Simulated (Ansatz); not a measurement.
## HfIn4SiO6 in Ansatz: the effect of Hubbard term

Crystal: HfIn4SiO6.

```
Hf In Si O
1.0
     2.71585   -4.70357    0.00833
     2.71585    4.70357    0.00833
    -1.87915    0.00000    7.40127
Hf In Si O
1 4 1 6
Direct
  0.78835 0.21165 0.00000
  0.62175 0.37825 0.50000
  0.45502 0.54498 0.00000
  0.28407 0.71593 0.50000
  0.95814 0.04186 0.50000
  0.12168 0.87832 0.00000
  0.06219 0.11415 0.86666
  0.88585 0.93781 0.13334
  0.79490 0.53784 0.86663
  0.46216 0.20510 0.13337
  0.15352 0.62879 0.13333
  0.37121 0.84648 0.86667
```

The cell was built by a generator and needn't be a form met in nature.

Alike in all runs:

* Program: Ansatz 0.2.0
* Task: projected density of states
* Functional: PBE
* Potentials or basis: Ansatz PAW
* Cutoff: 420 eV (not typed: the program's choice for these potentials)
* k mesh: 6 × 6 × 4
* Occupations: fermi-dirac, width 0.05 eV
* Spin: no spin polarisation
* Hubbard projectors: ortho-atomic (the default)
* Double counting: fll (the default)

| Hubbard term | pressure (GPa) | largest force (eV/Å) |
| --- | --- | --- |
| Hf d U = 2 eV | 0.5 | 0.10 |
| Hf d U = 4 eV | 1.0 | 0.20 |
| Hf d U = 6 eV | ? | ? |
| Hf d U = 8 eV | 2.2 | 0.45 |

Task: What does the run with Hubbard term Hf d U = 6 eV give?

Result: Pressure 1.6 GPa; largest force 0.32 eV/Å.

Worked out: A straight line through the other rows of the pressure, of slope 0.286 GPa per eV, gives 1.6 GPa, against the run's 1.6. A straight line through the other rows of the largest force, of slope 0.0589 eV/Å per eV, gives 0.33 eV/Å, against the run's 0.32.

Caveats: U without spin polarisation on a metal has little footing.
